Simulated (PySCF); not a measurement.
# B3LYP/def2-SVP run of C2H2FGaS (SMILES C#C[S][GaH][F])

What is the vertical ionisation energy of C2H2FGaS at B3LYP/def2-SVP? Input form: a Python script.

The calculation is run with PySCF 2.14.0.

## Step 1: The molecule

C2H2FGaS: 7 atoms, total charge 0, spin state singlet. SMILES: `C#C[S][GaH][F]`. Geometry: a GFN2-xTB relaxation, a rough one for these elements and not checked as a minimum. This is one conformer, not always the lowest.

Bond lengths: C1–C2 1.202 Å, C2–S3 1.701 Å, S3–Ga4 2.245 Å, Ga4–F5 1.750 Å, C1–H6 1.050 Å, Ga4–H7 1.551 Å. Angles: C1–C2–S3 175.9°, C2–S3–Ga4 92.5°, S3–Ga4–F5 117.0°, C2–C1–H6 179.5°, S3–Ga4–H7 132.5°, F5–Ga4–H7 110.5°.

## Step 2: A single-point energy at B3LYP/def2-SVP

run.py

```python
# C#C[S][GaH][F]
from pyscf import gto, dft

mol = gto.M(
    atom=[
    ('C', (-0.109920, 0.427670, 2.058720)),
    ('C', (0.402210, -0.234180, 1.196280)),
    ('S', (1.179440, -1.236750, 0.063390)),
    ('Ga', (0.059280, -0.329810, -1.657290)),
    ('F', (-0.993140, 1.021350, -1.296660)),
    ('H', (-0.555220, 1.014100, 2.807010)),
    ('H', (0.017340, -0.662390, -3.171460)),
],
    verbose=3,
    max_memory=1860,
    basis='def2-svp',
)

mf = dft.RKS(mol, xc='b3lyp')
mf.grids.level = 6
mf.conv_tol = 1e-10
mf.kernel()
if not mf.converged:
    mf = mf.newton().run(mf.mo_coeff, mf.mo_occ)

energy = mf.e_tot
print('E = %.10f Eh' % energy)
```

Started as:

```console
$ OMP_NUM_THREADS=1 python run.py
```

Output:

```text
converged SCF energy = -2499.84692259424
E = -2499.8469225942 Eh
```

Run time: 42 s. Hardware: 1 thread of Arm Neoverse V1, shared host; peak memory 0.55 GiB.

## Step 3: The doublet cation, same level

calc.py

```python
from pyscf import gto, dft

system = gto.M(
    atom=[
    ('C', (-0.109920, 0.427670, 2.058720)),
    ('C', (0.402210, -0.234180, 1.196280)),
    ('S', (1.179440, -1.236750, 0.063390)),
    ('Ga', (0.059280, -0.329810, -1.657290)),
    ('F', (-0.993140, 1.021350, -1.296660)),
    ('H', (-0.555220, 1.014100, 2.807010)),
    ('H', (0.017340, -0.662390, -3.171460)),
],
    spin=1,
    verbose=3,
    max_memory=1860,
    charge=1,
    basis='def2-svp',
)

mf = dft.UKS(system)
mf.xc = 'b3lyp'
mf.grids.level = 6
mf.conv_tol = 1e-10
mf.kernel()
if not mf.converged:
    mf = mf.newton().run(mf.mo_coeff, mf.mo_occ)

e_tot = mf.e_tot
print('Final energy', e_tot)
```

Started as:

```console
$ OMP_NUM_THREADS=1 python calc.py
```

Output:

```text
WARN: HOMO -0.36411425347602 >= LUMO -0.363446630928342

converged SCF energy = -2499.50638878829  <S^2> = 0.75893783  2S+1 = 2.0089179
Final energy -2499.5063887882934
```

It took 1.8 min on 1 thread of Arm Neoverse V1, shared host; peak memory 0.57 GiB.

## Step 4: Results

Level: B3LYP/def2-SVP.

```
                                          quantity           value
                    singlet C2H2FGaS: total energy  -2499.84692 Eh
                   singlet C2H2FGaS: dipole moment          1.51 D
                     singlet C2H2FGaS: HOMO energy        -6.88 eV
                     singlet C2H2FGaS: LUMO energy        -1.63 eV
                   singlet C2H2FGaS: HOMO–LUMO gap         5.25 eV
                      doublet cation: total energy  -2499.50639 Eh
doublet cation: HOMO energy (highest over α and β)       -13.88 eV
 doublet cation: LUMO energy (lowest over α and β)       -11.66 eV
                              doublet cation: ⟨S²⟩           0.759
vertical ionisation energy (to the doublet cation)        9.266 eV
```

In words: Removing an electron at fixed nuclei costs 9.27 eV (894 kJ/mol). −ε(HOMO) before ionisation, 6.88 eV, is 2.38 eV below this ionisation energy. Mulliken charges (singlet C2H2FGaS) run from -0.43 on C1 to +0.63 on Ga4; they depend strongly on the basis. Mulliken charges (doublet cation) run from -0.34 on F5 to +0.73 on Ga4.
